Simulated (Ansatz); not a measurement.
# C2H4AlCl: one species, many methods

The task here is to estimate one member of a computed series from the others.

Computed with Ansatz 0.2.0, Gaussian basis. Level: functionals in def2-TZVPP, the program's frozen cores in correlated methods.

The runs, in order: LDA (SPW92), PBE-D4, revPBE-D4, BLYP-D4, r2SCAN-D4, B97M-V, PBE0-D4, B3LYP-D4, r2SCANh-D4, r2SCAN0-D4, HSE06-D4, BHLYP-D4, CAM-B3LYP-D4, LC-ωPBE, ωB97X-V, ωB97M-V, B2PLYP, PBE-QIDH; CCSD(T)/def2-SVP; CCSD(T)/def2-TZVPP; MP2/def2-QZVPP; extrapolation to the limit; RPA on PBE.

## The relaxed structure

All runs share one geometry, relaxed beforehand with PBE0-D4 in a triple-zeta def2 set.

SMILES `[Cl][Al]1[CH2][CH2]1`, 8 atoms, charge 0, spin multiplicity 1.

Atoms are counted from 1 here; the program's logs count them from 0.

Bond lengths: Cl1–Al2 2.080 Å, Al2–C3 1.887 Å, Al2–C4 1.887 Å, C3–C4 1.615 Å, C3–H5 1.089 Å, C3–H6 1.089 Å, C4–H7 1.089 Å, C4–H8 1.089 Å. Angles: Cl1–Al2–C3 154.7°, Cl1–Al2–C4 154.7°, C3–Al2–C4 50.7°, Al2–C3–C4 64.7°, Al2–C3–H5 122.7°, Al2–C3–H6 122.8°, C4–C3–H5 114.0°, C4–C3–H6 114.1°, H5–C3–H6 109.8°, Al2–C4–C3 64.7°, Al2–C4–H7 122.8°, Al2–C4–H8 122.7°, C3–C4–H7 114.1°, C3–C4–H8 114.0°, H7–C4–H8 109.8°.

Set-up of the first run:

in.yaml reads:

```yaml
crystal:
  periodic: [false, false, false]
  atoms:
    - {symbol: Cl, position_ang: [0.032457, -1.064523, 3.139528]}
    - {symbol: Al, position_ang: [0.019376, -0.402085, 1.168294]}
    - {symbol: C, position_ang: [0.253074, 0.871006, -0.204547]}
    - {symbol: C, position_ang: [-0.235908, -0.588712, -0.691831]}
    - {symbol: H, position_ang: [1.234008, 1.158438, -0.579626]}
    - {symbol: H, position_ang: [-0.463604, 1.667298, -0.398869]}
    - {symbol: H, position_ang: [0.475194, -1.103175, -1.336138]}
    - {symbol: H, position_ang: [-1.222399, -0.595248, -1.152612]}
basis:
  gaussian: {orbitals: def2-TZVPP}
hamiltonian: {xc: lda}
output: {orbitals: {seedname: orbitals}}
```

Command:

```bash
> ansatz run in.yaml --threads 2 --pin off --events-out ev --progress --plain --max-ram 4352MiB
```

Steps of the session up to this table: LDA; PBE-D4 (GGA); revPBE-D4 (GGA); BLYP-D4 (GGA); r2SCAN-D4 (meta-GGA); B97M-V (meta-GGA); B3LYP-D4 (hybrid); r2SCANh-D4 (hybrid); r2SCAN0-D4 (hybrid); HSE06-D4 (hybrid); BHLYP-D4 (hybrid); CAM-B3LYP-D4 (range-separated); LC-ωPBE (range-separated); ωB97X-V (range-separated); ωB97M-V (range-separated); B2PLYP (double hybrid); PBE-QIDH (double hybrid).

One of the session's tables, all rows but one given; the rest of the session is left out.

It belongs to the step «Orbital energies across the functionals». 

| functional | HOMO (eV) | gap (eV) |
| --- | --- | --- |
| LDA (SPW92) | -5.20 | 3.12 |
| PBE-D4 | -5.06 | 3.24 |
| revPBE-D4 | -5.00 | 3.31 |
| BLYP-D4 | -4.93 | 3.20 |
| r2SCAN-D4 | -5.24 | 3.80 |
| B97M-V | -5.27 | 3.70 |
| PBE0-D4 | -6.20 | 5.22 |
| B3LYP-D4 | -6.01 | 4.77 |
| r2SCANh-D4 | -5.67 | 4.50 |
| r2SCAN0-D4 | ? | ? |
| HSE06-D4 | -5.80 | 4.44 |
| BHLYP-D4 | -7.25 | 7.07 |
| CAM-B3LYP-D4 | -7.55 | 7.50 |
| LC-ωPBE | -8.89 | 10.00 |
| ωB97X-V | -8.53 | 9.51 |
| ωB97M-V | -8.38 | 9.06 |

Estimate the missing values for r2SCAN0-D4.

Worked estimate for «HOMO (eV)». Against the share of exact exchange, r2SCAN-D4 (0, -5.24), r2SCANh-D4 (0.1, -5.67) give a slope of -4.30 per unit share; at 0.25 the line stands at -6.31.

**Answer.** HOMO (eV): -6.32; gap (eV): 5.55. In «HOMO (eV)» the line misses by +0.01.
